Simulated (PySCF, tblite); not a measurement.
**C8H11PS: infrared bands and NMR shifts**

Aim: predict the infrared bands and NMR shifts of C8H11PS (`CP(c1cccs1)C1CC1`).

The runs use tblite 0.8.0 and PySCF 2.14.0, with density-fitted response routines of our own; the level of theory stands in each step. All values are computed, except where a source is named. Atoms are numbered from 0 throughout.

## Step 1: The starting structure

21 atoms, charge 0, multiplicity 1; geometry from: GFN2-xTB.

Bonds of the start (Å): C0–P1 1.85, P1–C2 1.82, C2–C3 1.37, C3–C4 1.41, C4–C5 1.36, C5–S6 1.72, P1–C7 1.84, C7–C8 1.50, C8–C9 1.49, S6–C2 1.74, C9–C7 1.50, C0–H10 1.09, C0–H11 1.09, C0–H12 1.09, C3–H13 1.08, C4–H14 1.08, C5–H15 1.07, C7–H16 1.09, C8–H17 1.08, C8–H18 1.08, C9–H19 1.08, C9–H20 1.08.

## Step 2: Infrared spectrum with GFN2-xTB

Job settings and geometry (Å):

```
{"job": {"kind": "ir", "xc": "GFN2-xTB", "basis": "xTB"}, "charge": 0, "multiplicity": 1}
C     -0.769790    -2.269016    -0.306044
P     -0.737155    -0.517051    -0.900462
C      1.039956    -0.200501    -0.702693
C      1.637837     0.973107    -0.343074
C      3.046387     0.921245    -0.404454
C      3.505579    -0.280982    -0.834714
S      2.227112    -1.377498    -1.174734
C     -1.297412     0.295823     0.649818
C     -2.773372     0.514294     0.824527
C     -1.876490     1.679092     0.571369
H     -0.227718    -2.373991     0.633215
H     -0.316979    -2.909325    -1.061318
H     -1.807484    -2.568096    -0.167924
H      1.081192     1.839850    -0.033104
H      3.686361     1.743330    -0.136332
H      4.519335    -0.602030    -0.969408
H     -0.717412     0.044675     1.533370
H     -3.195529     0.387223     1.810204
H     -3.429778     0.199915     0.025893
H     -1.928138     2.153927    -0.397584
H     -1.675423     2.362952     1.382977
```

**Question.** This job is followed by: GIAO PBE0/pcSseg-1 NMR shielding, non-relativistic, gas phase. Predict these results of the whole session: strongest single infrared mode (GFN2-xTB); zero-point energy (GFN2-xTB); 13C shifts against TMS (PBE0/pcSseg-1, means over atoms taken as alike); 1H shifts against TMS (PBE0/pcSseg-1, means over atoms taken as alike); 31P shifts against H3PO4 (PBE0/pcSseg-1); 33S shifts against CS2 (PBE0/pcSseg-1).

**Answer**, as computed:

| quantity | value |
| --- | --- |
| strongest single infrared mode (GFN2-xTB) | 3097 cm⁻¹, 57 km/mol |
| zero-point energy (GFN2-xTB) | 102.8 kcal/mol |
| 13C shifts against TMS (PBE0/pcSseg-1, means over atoms taken as alike) | 158.6, 135.2, 133.3, 131.7, 18.4, 18.0, 5.3 ppm |
| 1H shifts against TMS (PBE0/pcSseg-1, means over atoms taken as alike) | 7.51, 7.24, 7.18, 1.53, 0.86, 0.84, 0.57 ppm |
| 31P shifts against H3PO4 (PBE0/pcSseg-1) | -30.4 ppm |
| 33S shifts against CS2 (PBE0/pcSseg-1) | 237 ppm |

What this shows: No mode is imaginary among the 57: a minimum at this level. The strongest single mode, at 3097 cm⁻¹, is spread over several atoms, H17, H19, H20, H18 among them. GFN2-xTB is a fitted tight-binding method: band positions and strengths are rough. Its intensities can rank the bands wrongly. At PBE0/pcSseg-1: The largest span, 294 ppm, is at S6, where the paramagnetic term is -791 ppm. NICS(1)zz of -26 ppm above the planar ring from C2 marks a diatropic (aromatic) ring current.
